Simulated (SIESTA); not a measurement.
Runs of SIESTA 5.4.2 on CS2. The structure is orthorhombic, space group Cmce (No. 64). Conventional cell: a = 7.292 Å, b = 5.989 Å, c = 9.851 Å, α = 90.00°, β = 90.00°, γ = 90.00°. S (site symmetry m) has 1 C at 1.56 Å as nearest neighbours. C (site symmetry 2/m) has 2 S at 1.56 Å as nearest neighbours. The cell comes from a database or a generator and needn't be the stable form of this composition.

```csv
task,level,potentials or basis,k mesh,gap on the mesh (eV),pressure (GPa),V0 of scaled cells (Å³/atom),B0 (GPa),largest force (eV/Å)
band structure,PBEsol,"PseudoDojo 0.4 standard (PBEsol files), DZP (energy shift 0.003 Ry)",6 × 6 × 3,3.44,1.6,-,-,1.53
equation of state,LDA,"PseudoDojo 0.4 standard (LDA files), DZP (energy shift 0.003 Ry)",4 × 4 × 2,-,-,(c),(a),-
equation of state,PBEsol,"PseudoDojo 0.4 standard (PBEsol files), DZP (energy shift 0.003 Ry)",4 × 4 × 2,-,-,37.16,(b),-
band structure,LDA,"PseudoDojo 0.4 standard (LDA files), DZP (energy shift 0.003 Ry)",6 × 6 × 3,3.36,0.5,-,-,1.23
```

Alike in all rows: no spin polarisation; cell as given; smearing fermi-dirac 0.05 eV; grid cutoff 500 Ry; energy shift 0.003 Ry.

Problem. Estimate the missing entries.

Solution. (a) 44; (b) 42; (c) 36.24.

Caveats: the basis of atomic orbitals isn't converged, which shifts pressures, moduli and gaps; forces of over 1 eV/Å show positions far from the minimum, so gaps and moduli don't describe the material at rest (some runs); the cell was scaled at fixed shape and fractional positions, which overstates the stiffness of a crystal with free parameters, most of all of layers and chains (some runs).

Runs at the PBE level aren't shown here.
